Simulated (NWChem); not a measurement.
# CH3BrOSi (SMILES CO[Si]Br): levels of theory compared

Wanted: a comparison of 4 runs (HF/STO-3G, HF/3-21G, B3LYP/6-31G*) of CH3BrOSi. 

The calculation is run with NWChem 7.3.0.

### Step 1. Starting point

CH3BrOSi has 7 atoms, charge 0, and is taken as a singlet. As SMILES, `CO[Si]Br`. Geometry: relaxed at PBE0-D4/def2-TZVP. This is one conformer, not always the lowest.

Bond lengths: C1–O2 1.412 Å, O2–Si3 1.621 Å, Si3–Br4 2.297 Å, C1–H5 1.091 Å, C1–H6 1.091 Å, C1–H7 1.092 Å. Angles: C1–O2–Si3 138.1°, O2–Si3–Br4 103.3°, O2–C1–H5 108.7°, O2–C1–H6 108.8°, O2–C1–H7 111.1°, H5–C1–H6 108.9°, H5–C1–H7 109.7°, H6–C1–H7 109.6°.

### Step 2. Energy and forces at HF/STO-3G (run 1)

The input, mymol.xyz:

```xyz
7
CH3BrOSi
C     -0.028500     0.839700    -0.188700
O      0.687800    -0.287000    -0.649700
Si     0.777700    -1.873600    -0.330500
Br    -0.753900    -2.160200     1.357700
H      0.683600     1.585500     0.168600
H     -0.594400     1.260500    -1.021500
H     -0.711200     0.567100     0.618500
```

The input, run.py:

```python
from ase.io import read
from ase.calculators.nwchem import NWChem

mol = read('mymol.xyz')

calc = NWChem(
    label='mymol',
    theory='scf',
    memory='2200 mb',
    basis='STO-3G',
    basispar='spherical bse',
    scf={'nopen': '0', 'rhf': None, 'thresh': '1e-08', 'maxiter': '80', 'print': 'low'},
)
mol.calc = calc

forces = mol.get_forces()
print(f"energy = {mol.get_potential_energy():.6f} eV")
print("forces (eV/A):")
for s, f in zip(mol.symbols, forces):
    print(f"{s:2s} {f[0]:10.5f} {f[1]:10.5f} {f[2]:10.5f}")
```

Command:

```sh
$ export ASE_NWCHEM_COMMAND="nwchem PREFIX.nwi > PREFIX.nwo"
$ python run.py
```

Log:

```text
energy = -80091.421945 eV
forces (eV/A):
C     0.10927   -0.71178    0.07215
O     0.35630   -0.68155   -0.19607
Si   -0.41760    0.33321    0.35234
Br    0.41513    0.36201   -0.53088
H    -0.06556    0.24914    0.12845
H    -0.18918    0.22158    0.01296
H    -0.20836    0.22739    0.16100
```

The calculator wrote mymol.nwi:

```
title "mymol"

permanent_dir mymol

scratch_dir mymol

start mymol

geometry units angstrom nocenter noautosym noautoz
  C  -2.8500000000000001e-02 8.3970000000000000e-01 -1.8870000000000001e-01
  O  6.8779999999999997e-01 -2.8699999999999998e-01 -6.4970000000000006e-01
  Si 7.7769999999999995e-01 -1.8735999999999999e+00 -3.3050000000000002e-01
  Br -7.5390000000000001e-01 -2.1602000000000001e+00 1.3576999999999999e+00
  H  6.8359999999999999e-01 1.5854999999999999e+00 1.6860000000000000e-01
  H  -5.9440000000000004e-01 1.2605000000000000e+00 -1.0215000000000001e+00
  H  -7.1120000000000005e-01 5.6710000000000005e-01 6.1850000000000005e-01
end

memory 2200 mb

basis spherical bse noprint
   * library STO-3G
end

scf
  nopen 0
  rhf
  thresh 1e-08
  maxiter 80
  print low
end

task scf gradient
```

mymol.nwo:

```text
Northwest Computational Chemistry Package (NWChem) 7.3.0
             --------------------------------------------------------

           Job information
           ---------------

    nwchem branch   = 7.3.0
    use scalapack   = T
    input           = mymol.nwi
    prefix          = mymol.
    data base       = mymol/mymol.db
    status          = startup
    nproc           =        1

           Memory information
           ------------------

    heap     =     72089596 doubles =      550.0 Mbytes
    stack    =     72089601 doubles =      550.0 Mbytes
    global   =    144179200 doubles =     1100.0 Mbytes (distinct from heap & stack)
    total    =    288358397 doubles =     2200.0 Mbytes
    verify   = yes
    hardfail = no

[... 41 lines left out ...]
            Nuclear Dipole moment (a.u.)
[... 70 lines left out ...]
       Final RHF  results
[... 2 lines left out ...]
         Total SCF energy =  -2943.305492548212
      One-electron energy =  -4719.144624633036
      Two-electron energy =   1474.843504048904
 Nuclear repulsion energy =    300.995628035920
[... 1 line left out ...]
        Time for solution =      2.2s

                              NWChem Gradients Module
                              -----------------------

                         RHF ENERGY GRADIENTS

    atom               coordinates                        gradient
                 x          y          z           x          y          z
   1 C      -0.053857   1.586803  -0.356591   -0.002125   0.013842  -0.001403
   2 O       1.299754  -0.542351  -1.227755   -0.006929   0.013254   0.003813
   3 Si      1.469640  -3.540591  -0.624554    0.008121  -0.006480  -0.006852
   4 Br     -1.424664  -4.082186   2.565681   -0.008073  -0.007040   0.010324
   5 H       1.291817   2.996161   0.318608    0.001275  -0.004845  -0.002498
   6 H      -1.123253   2.382000  -1.930355    0.003679  -0.004309  -0.000252
   7 H      -1.343973   1.071664   1.168796    0.004052  -0.004422  -0.003131

 Task  times  cpu:        3.6s     wall:        3.6s
 Total times  cpu:        3.6s     wall:        3.6s
```

Wall time 4.8 s (1 thread of Intel Xeon Platinum 8488C (Sapphire Rapids), shared host); peak memory 0.099 GiB.

### Step 3. Energy and forces at HF/3-21G (run 2)

The input, run.py:

```python
from ase import Atoms
from ase.calculators.nwchem import NWChem

molecule = Atoms(['C', 'O', 'Si', 'Br', 'H', 'H', 'H'], positions=[
    [-0.028500, 0.839700, -0.188700],
    [0.687800, -0.287000, -0.649700],
    [0.777700, -1.873600, -0.330500],
    [-0.753900, -2.160200, 1.357700],
    [0.683600, 1.585500, 0.168600],
    [-0.594400, 1.260500, -1.021500],
    [-0.711200, 0.567100, 0.618500],
])

calc = NWChem(
    label='test',
    theory='scf',
    memory='2200 mb',
    basis='3-21G',
    basispar='spherical bse',
    scf={'nopen': '0', 'rhf': None, 'thresh': '1e-08', 'maxiter': '80'},
)
molecule.calc = calc

forces = molecule.get_forces()
e = molecule.get_potential_energy()
print(f"E = {e:.6f} eV")
print("forces (eV/A):")
for s, f in zip(molecule.symbols, forces):
    print(f"{s:2s} {f[0]:10.5f} {f[1]:10.5f} {f[2]:10.5f}")
print("dipole (e A):", molecule.get_dipole_moment().round(4))
```

Command:

```sh
$ export ASE_NWCHEM_COMMAND="nwchem PREFIX.nwi > PREFIX.nwo"
$ python run.py
```

Log:

```text
E = -80582.398037 eV
forces (eV/A):
C    -0.47375    1.23269    0.18178
O     0.06351    0.06705   -0.08325
Si    1.47658   -0.93897   -1.31111
Br   -1.16918   -0.21366    1.28771
H    -0.29408   -0.22605   -0.10516
H     0.16877   -0.10521    0.32545
H     0.22821    0.18404   -0.29542
dipole (e A): [ 0.1104  0.4611 -0.2364]
```

The calculator wrote test.nwi:

```
title "test"

permanent_dir test

scratch_dir test

start test

geometry units angstrom nocenter noautosym noautoz
  C  -2.8500000000000001e-02 8.3970000000000000e-01 -1.8870000000000001e-01
  O  6.8779999999999997e-01 -2.8699999999999998e-01 -6.4970000000000006e-01
  Si 7.7769999999999995e-01 -1.8735999999999999e+00 -3.3050000000000002e-01
  Br -7.5390000000000001e-01 -2.1602000000000001e+00 1.3576999999999999e+00
  H  6.8359999999999999e-01 1.5854999999999999e+00 1.6860000000000000e-01
  H  -5.9440000000000004e-01 1.2605000000000000e+00 -1.0215000000000001e+00
  H  -7.1120000000000005e-01 5.6710000000000005e-01 6.1850000000000005e-01
end

memory 2200 mb

basis spherical bse noprint
   * library 3-21G
end

scf
  nopen 0
  rhf
  thresh 1e-08
  maxiter 80
end

task scf gradient
```

test.nwo:

```text
Northwest Computational Chemistry Package (NWChem) 7.3.0
             --------------------------------------------------------

           Job information
           ---------------

    nwchem branch   = 7.3.0
    use scalapack   = T
    input           = test.nwi
    prefix          = test.
    data base       = test/test.db
    status          = startup
    nproc           =        1

           Memory information
           ------------------

    heap     =     72089596 doubles =      550.0 Mbytes
    stack    =     72089601 doubles =      550.0 Mbytes
    global   =    144179200 doubles =     1100.0 Mbytes (distinct from heap & stack)
    total    =    288358397 doubles =     2200.0 Mbytes
    verify   = yes
    hardfail = no

[... 139 lines left out ...]
 Convergence threshold     :          1.000E-08
[... 12 lines left out ...]
       Final RHF  results
[... 3 lines left out ...]
      One-electron energy =  -4725.710082507836
[... 1 line left out ...]
 Nuclear repulsion energy =    300.995628035920
[... 51 lines left out ...]
                       ROHF Final Molecular Orbital Analysis
[... 236 lines left out ...]
                 ----------------------------------------
                 |  Time  |  1-e(secs)   |  2-e(secs)   |
                 ----------------------------------------
                 |  CPU   |       0.00   |       1.45   |
                 ----------------------------------------
                 |  WALL  |       0.00   |       1.45   |
                 ----------------------------------------

 Task  times  cpu:        4.0s     wall:        4.0s
 Total times  cpu:        4.1s     wall:        4.1s
```

Run time: 5.1 s. Hardware: 1 thread of Intel Xeon Platinum 8488C (Sapphire Rapids), shared host; peak memory 0.099 GiB.

Run 3 isn't shown in full; the table further down has it.

### Step 4. Energy and forces at B3LYP/6-31G(d) (Cartesian functions) (run 4)

The input, run.py:

```python
from ase import Atoms
from ase.calculators.nwchem import NWChem

system = Atoms('COSiBrHHH', positions=[
    [-0.028500, 0.839700, -0.188700],
    [0.687800, -0.287000, -0.649700],
    [0.777700, -1.873600, -0.330500],
    [-0.753900, -2.160200, 1.357700],
    [0.683600, 1.585500, 0.168600],
    [-0.594400, 1.260500, -1.021500],
    [-0.711200, 0.567100, 0.618500],
])

calc = NWChem(
    label='calc',
    theory='dft',
    memory='2200 mb',
    basis='6-31G*',
    dft={'xc': 'b3lyp', 'mult': '1', 'grid': 'fine', 'convergence': 'energy 1e-08', 'iterations': '100', 'mulliken': None},
)
system.calc = calc

forces = system.get_forces()
print(f"energy = {system.get_potential_energy():.6f} eV")
print("forces (eV/A):")
for s, f in zip(system.symbols, forces):
    print(f"{s:2s} {f[0]:10.5f} {f[1]:10.5f} {f[2]:10.5f}")
print("dipole (e A):", system.get_dipole_moment().round(4))
```

Command:

```sh
$ export ASE_NWCHEM_COMMAND="nwchem PREFIX.nwi > PREFIX.nwo"
$ python run.py
```

Log:

```text
energy = -81050.853462 eV
forces (eV/A):
C    -0.18527    0.28688    0.12511
O     0.19720    0.32005   -0.29151
Si    0.30421   -0.62663   -0.15730
Br   -0.27629   -0.12850    0.32483
H     0.06772    0.07461    0.02890
H    -0.05127    0.04602   -0.08269
H    -0.05636    0.02756    0.05271
dipole (e A): [ 0.0635  0.4353 -0.1805]
```

The calculator wrote calc.nwi:

```
title "calc"

permanent_dir calc

scratch_dir calc

start calc

geometry units angstrom nocenter noautosym noautoz
  C  -2.8500000000000001e-02 8.3970000000000000e-01 -1.8870000000000001e-01
  O  6.8779999999999997e-01 -2.8699999999999998e-01 -6.4970000000000006e-01
  Si 7.7769999999999995e-01 -1.8735999999999999e+00 -3.3050000000000002e-01
  Br -7.5390000000000001e-01 -2.1602000000000001e+00 1.3576999999999999e+00
  H  6.8359999999999999e-01 1.5854999999999999e+00 1.6860000000000000e-01
  H  -5.9440000000000004e-01 1.2605000000000000e+00 -1.0215000000000001e+00
  H  -7.1120000000000005e-01 5.6710000000000005e-01 6.1850000000000005e-01
end

memory 2200 mb

basis noprint
   * library 6-31G*
end

dft
  xc b3lyp
  mult 1
  grid fine
  convergence energy 1e-08
  iterations 100
  mulliken
end

task dft gradient
```

calc.nwo:

```text
Northwest Computational Chemistry Package (NWChem) 7.3.0
             --------------------------------------------------------

           Job information
           ---------------

    nwchem branch   = 7.3.0
    use scalapack   = T
    input           = calc.nwi
    prefix          = calc.
    data base       = calc/calc.db
    status          = startup
    nproc           =        1

           Memory information
           ------------------

    heap     =     72089596 doubles =      550.0 Mbytes
    stack    =     72089601 doubles =      550.0 Mbytes
    global   =    144179200 doubles =     1100.0 Mbytes (distinct from heap & stack)
    total    =    288358397 doubles =     2200.0 Mbytes
    verify   = yes
    hardfail = no

[... 110 lines left out ...]
  convergence criterion.
[... 42 lines left out ...]
          Spatial weights used:  Erf1
[... 77 lines left out ...]
         Total DFT energy =    -2978.563950729409
[... 3 lines left out ...]
 Nuclear repulsion energy =      300.995628035920
[... 702 lines left out ...]
          Convergence on gradient requested:  5.00D-04
[... 29 lines left out ...]
          total energy or number of iterations.
[... 38 lines left out ...]
                 ----------------------------------------
                 |  Time  |  1-e(secs)   |  2-e(secs)   |
                 ----------------------------------------
                 |  CPU   |       0.01   |       9.97   |
                 ----------------------------------------
                 |  WALL  |       0.01   |       9.97   |
                 ----------------------------------------

 Task  times  cpu:       29.0s     wall:       29.0s
 Total times  cpu:       29.0s     wall:       29.0s
```

Run time: 30 s. Hardware: 1 thread of Intel Xeon Platinum 8488C (Sapphire Rapids), shared host; peak memory 0.12 GiB.

### Step 5. All runs side by side

```tsv
run	level	iteration cap	module	energy (Eh)	largest force (eV/Å)	wall time
1	HF/STO-3G	80	scf	-2943.305493	0.794	4.8 s
2	HF/3-21G	80	scf	-2961.348531	2.187	5.1 s
3	B3LYP/6-31G* (spherical functions)	100	dft	-2978.551833	0.725	36 s
4	B3LYP/6-31G* (Cartesian functions)	100	dft	-2978.563951	0.714	30 s
```

### Step 6. What came out

| quantity | value |
| --- | --- |
| run 4: total energy | -2978.56395 Eh |
| run 4: dipole moment | 2.28 D |
| run 4: HOMO energy | -7.07 eV |
| run 4: LUMO energy | -2.09 eV |
| run 4: HOMO–LUMO gap | 4.98 eV |
| run 4: largest force on an atom | 0.714 eV/Å |

Over runs 2, 3, 4 the dipole moment (its size) runs from 2.28 D (B3LYP/6-31G*) to 2.54 D (HF/3-21G). The two ends differ in method and basis. In run 1 the basis is minimal, so the values are rough. All runs together took 76 s, the longest 36 s.
